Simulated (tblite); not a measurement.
# CH10Ge2OSi: the cost of one run

Computed with tblite 0.8.0 and PySCF 2.14.0; each step states its level. No surroundings beyond the atoms listed, unless a continuum is named. Atoms count from 0, parts from 1.

### Step 1. The system as given

15 atoms, charge 0, multiplicity 1; geometry: distance geometry start.

### Step 2. Geometry optimisation with GFN2-xTB

Job settings and geometry (Å):

```
{"job": {"kind": "relax", "xc": "GFN2-xTB", "basis": "xTB"}, "charge": 0, "multiplicity": 1}
Si    -0.777620     0.726625     0.626264
C     -2.048948     2.025153     0.208008
Ge    -1.030095    -1.068305    -0.784992
Ge    -1.092699     0.034979     2.824006
O      0.826980     1.390153     0.439173
H     -2.988700     1.632624     0.320532
H     -1.908082     2.824086     0.800078
H     -1.897532     2.315140    -0.781318
H     -2.073930    -0.762150    -1.819703
H      0.292585    -1.362587    -1.476924
H     -1.446841    -2.282682     0.013746
H     -2.324166     0.698493     3.385376
H      0.106479     0.439583     3.637590
H     -1.271003    -1.449344     2.868811
H      1.213845     1.786479    -0.366032
```

Level: GFN2-xTB geometry optimisation, gas phase.

The run is started by

```sh
> OMP_NUM_THREADS=1 python cluster_run.py task.json out
```

This one command runs all jobs of the session in turn.

Q: Estimate the wall time of this first job on 1 thread of Arm Neoverse V1, shared host.

About 2.3 s.
